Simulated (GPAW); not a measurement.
Runs of GPAW 26.7.0 on TeRu. Symmetry: Fm-3m, No. 225, cubic system. Conventional cell: a = 5.738 Å, b = 5.738 Å, c = 5.738 Å, α = 90.00°, β = 90.00°, γ = 90.00°. Around Ru (site symmetry m-3m) lie 6 Te at 2.87 Å. Around Te (site symmetry m-3m) lie 6 Ru at 2.87 Å. The cell comes from a database or a generator and needn't be the stable form of this composition.

```tsv
level	potentials or basis	spin	U	fixed moment (μB)	gap on the mesh (eV)	pressure (GPa)	moment (μB)
PBE+U	GPAW PAW data sets (gpaw-data 1.2.1), pw	collinear, zero start	Ru d U = 4 eV	0.0	-	-5.6	0.00
PBE+U	GPAW PAW data sets (gpaw-data 1.2.1), pw	collinear, random start	Ru d U = 4 eV	-	none	-5.6	0.00
PBE	GPAW PAW data sets (gpaw-data 1.2.1), pw	collinear, ferromagnetic start	-	-	none	-13.4	(a)
LDA+U	the program's PAW data sets (release 1.2.1) made for this functional, pw	collinear, zero start	Ru d U = 2 eV	0.0	-	-18.3	0.00
LDA+U	the program's PAW data sets (release 1.2.1) made for this functional, pw	collinear, ferromagnetic start	Ru d U = 6 eV	3.0	-	-2.7	3.00
```

Alike in all rows: task single point; cell as given; k mesh 6 × 6 × 6; cutoff (eV) 600; smearing gaussian 0.05 eV.

Q: Estimate the missing entries.

A: (a) 0.48.

Caveats: the U is typed as a test and isn't derived for this compound (some runs); the total moment is fixed, so each spin has its own Fermi level (some runs).

A k mesh can miss the band edges, and the runs leave out spin-orbit coupling on Ru, Te.

A gap of «none» marks a metal or a gap under the smearing width.
